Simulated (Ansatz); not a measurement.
C₂H₇ClSSi, SMILES C[Si](C)(S)Cl, a ladder of methods at one geometry

Computed with the Ansatz DFT code, driven from Python.

The cells in order, each with its output:

In [1]:
```python
from pathlib import Path

import ansatz as az
import numpy as np

BASIS_SET = 'cc-pVDZ'
```

In [2]:
```python
geometry_ang = [
    ('C', (-1.341, 0.9912, 0.1369)),
    ('Si', (0.0788, 0.066, -0.4241)),
    ('C', (1.0559, -0.5673, 0.9734)),
    ('S', (-0.4963, -1.5824, -1.6179)),
    ('Cl', (1.2722, 1.2445, -1.622)),
    ('H', (-1.9697, 1.4195, -0.7287)),
    ('H', (-1.0654, 1.9073, 0.7246)),
    ('H', (-2.0193, 0.4451, 0.7361)),
    ('H', (1.9591, -1.1222, 0.6797)),
    ('H', (1.4645, 0.2526, 1.6322)),
    ('H', (0.4872, -1.2262, 1.6532)),
    ('H', (0.651, -1.8832, -2.1095)),
]
geometry = az.Crystal.molecule()
for symbol, xyz in geometry_ang:
    geometry = geometry.atom(symbol, xyz)
```

In [3]:
```python
calculation = geometry.calculation().basis(gaussian=BASIS_SET).scf(lower_state_search='off')

print('functional    E (Ha)        dipole (D)   HOMO (eV)  LUMO (eV)')
for name in ['lc_wpbe', 'r2scan0', 'blyp', 'revpbe', 'pbe0', 'r2scan']:
    data = calculation.functional(name).forces().orbitals().run(runs_dir='runs').report
    lines = Path(data['orbitals_path']).read_text().splitlines()
    field_of = lambda key: [line.split('=')[1].strip() for line in lines if line.startswith(key)]
    orbitals = [(27.211386 * float(e), s, float(n)) for e, s, n in zip(field_of('Ene='), field_of('Spin='), field_of('Occup='))]
    homo = max(e for e, _, n in orbitals if n > 0.5)
    lumo = min(e for e, _, n in orbitals if n < 0.5)
    dipole = 4.803205 * np.linalg.norm(data['charge_distribution']['dipole_moment_e_ang'])
    print(f'{name:10s} {data["free_energy_ev"] / 27.211386246:14.6f} {dipole:9.3f} {homo:11.3f} {lumo:10.3f}')
```
```text
functional    E (Ha)        dipole (D)   HOMO (eV)  LUMO (eV)
lc_wpbe      -1228.030970     2.100     -10.006      3.149
r2scan0      -1228.266825     2.066      -7.464      1.030
blyp         -1228.319856     1.888      -5.737      0.060
revpbe       -1228.157636     1.947      -5.923     -0.015
pbe0         -1227.901526     2.029      -7.245      0.824
r2scan       -1228.278208     2.031      -6.305      0.243
```

Notes:
- These settings explore the input space; basis and method may be short of convergence.
- The geometry is a force-field or estimated start, not a minimum of this method, and the basis set is short of its limit. A lower total doesn't mark the better method: functionals have no common bound, and MP2 and coupled cluster aren't variational.
- Levels such as HOMO and LUMO are orbital energies: with these approximate functionals they aren't the ionisation energy and electron affinity, and their gap isn't the fundamental gap.
- For Al to Cl the sets with a tight d function, cc-pV(X+d)Z, are usual.
- Hardware and time: 43 s on 1 thread of Arm Neoverse V1, on a shared host, peak memory 0.3 GiB.
